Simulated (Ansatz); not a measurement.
# Ni (Nickel): a single-point run

Aim: a sound single-point run of Ni (Nickel).

Program: Ansatz 0.2.0. Level of theory: DFT, LDA, all-electron LAPW, scalar-relativistic. These are calculated values, not measurements.

### Step 1. Starting point

The structure is cubic, space group Fm-3m (No. 225). Conventional cell: a = 6.659 Å, b = 6.659 Å, c = 6.659 Å, α = 90.00°, β = 90.00°, γ = 90.00°.

Coordinates:

```cif
data_structure
_symmetry_space_group_name_H-M 'Fm-3m'
_symmetry_Int_Tables_number 225
_cell_length_a 6.6591
_cell_length_b 6.6591
_cell_length_c 6.6591
_cell_angle_alpha 90.000
_cell_angle_beta 90.000
_cell_angle_gamma 90.000
_cell_volume 295.30
loop_
_atom_site_label
_atom_site_type_symbol
_atom_site_symmetry_multiplicity
_atom_site_Wyckoff_symbol
_atom_site_fract_x
_atom_site_fract_y
_atom_site_fract_z
_atom_site_occupancy
Ni1 Ni 4 a 0.00000 0.00000 0.00000 1
```

### Step 2. The run

input.yaml reads:

```yaml
crystal:
  lattice:
    - [0.0, 3.32957456, 3.32957456]
    - [3.32957456, 0.0, 3.32957456]
    - [3.32957456, 3.32957456, 0.0]
  atoms:
    - { symbol: Ni, position: [0.0, 0.0, 0.0], spin: 0.6 }
magnetization:
  spin_polarized: true
kpoints:
  mp_grid: { grid: [16, 16, 16] }
scf:
  occupations: { method: fermi_dirac, width: 0.1 }
  lower_state_search: "off"
  max_iter: 60
hamiltonian:
  xc: lda
  pseudopotentials: { kind: all_electron, lapw: { basis_error: 0.0005 } }
output:
  forces: true
  stress: true
  eigenvalues: false
  populations: true
```

Launch:

```bash
$ ansatz run input.yaml --threads 1 --pin off --max-ram 3072MiB --backend cpu --events-out ev --progress --plain --runs-dir out
```

Q: Will this input give a usable result? If not, why, and what should change?

This run ends as converged. Convergence says nothing about whether the input makes sense.

The structure is inflated by the factor 1.89 between bohr and ångström. The shortest distance in the input is 4.71 Å.

Remedy: convert the lengths to the unit that the input reads.
